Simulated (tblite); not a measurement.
# C8H10Ge: the cost of one run

The runs use tblite 0.8.0 and PySCF 2.14.0, with density-fitted response routines of our own; the level of theory stands in each step. All values are computed, except where a source is named. Atoms are numbered from 0 throughout.

## (1) The molecule as given

19 atoms, charge 0, multiplicity 1; geometry from: force field or distance geometry start.

Bonds of the start (Å): C0–C1 1.47, C1–C2 1.20, C2–Ge3 1.88, Ge3–C4 1.92, C4–C5 1.32, C5–C6 1.40, C6–C7 1.52, C6–C8 1.32, C8–Ge3 1.93, C0–H9 1.10, C0–H10 1.12, C0–H11 1.11, Ge3–H12 1.53, C4–H13 1.08, C5–H14 1.13, C7–H15 1.09, C7–H16 1.09, C7–H17 1.10, C8–H18 1.05.

## (2) Geometry optimisation with GFN2-xTB

What the job is given:

```
{"job": {"kind": "relax", "xc": "GFN2-xTB", "basis": "xTB"}, "charge": 0, "multiplicity": 1}
C      4.043100    -0.861200    -1.370700
C      2.845300    -0.577000    -0.560800
C      1.892200    -0.359200     0.137100
Ge     0.393100     0.012100     1.211700
C     -0.338300     1.718500     0.736700
C     -1.523800     1.478300     0.207700
C     -1.977700     0.157900     0.116800
C     -3.339600    -0.191600    -0.470600
C     -1.213400    -0.827300     0.558900
H      3.904200    -1.795000    -1.943400
H      4.140800     0.018300    -2.049400
H      4.949700    -0.955300    -0.739200
H      0.622600    -0.172800     2.716700
H      0.147200     2.678100     0.859000
H     -2.131100     2.362800    -0.145900
H     -3.572600     0.546300    -1.234500
H     -3.307900    -1.201100    -0.887300
H     -4.132700    -0.162200     0.294200
H     -1.411000    -1.860400     0.570600
```

On the command line:

```
$ OMP_NUM_THREADS=1 python probes_run.py task.json out
```

The driver reads the jobs from task.json and runs them one after another.

Q: Estimate the wall time and peak memory of this first job on 1 thread of Arm Neoverse N1, shared host.

About 1.2 s, with a peak of 0.18 GiB.
